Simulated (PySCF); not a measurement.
# CH6AlSSb: the cost of one run

Programs: PySCF 2.14.0, with routines of our own; each step states its level. All values are computed. Atoms count from 0.

## (1) The starting structure

10 atoms, charge 0, multiplicity 1; geometry from: GFN2-xTB.

## (2) Relaxing the molecule at PBE0-D3(BJ)/def2-SVP

Job settings and geometry (Å):

```
{"job": {"xc": "PBE0", "basis": "def2-SVP", "d3": "d3bj", "grid": 1, "maxiter": 30, "shake": 0.01, "kind": "geom"}, "charge": 0, "multiplicity": 1}
C     -1.454800     0.234620     0.780280
S     -1.328910    -1.027930    -0.532580
Al     0.745010    -0.969630    -1.241270
Sb     2.670930     0.581680    -0.338630
H     -2.231280     0.965770     0.445160
H     -1.797720    -0.227210     1.686780
H     -0.512930     0.762580     0.933050
H      0.868650    -2.027610    -2.361370
H      1.267670     1.654070    -0.514750
H      1.823820     0.032730     1.122280
```

Launch:

```sh
$ OMP_NUM_THREADS=1 python heavy_run.py task.json out
```

This one command runs all jobs of the session in turn.

Q: Estimate the wall time and peak memory of this first job on 1 thread of AMD EPYC 9R45, shared host.

About 23 s, with a peak of 0.45 GiB.
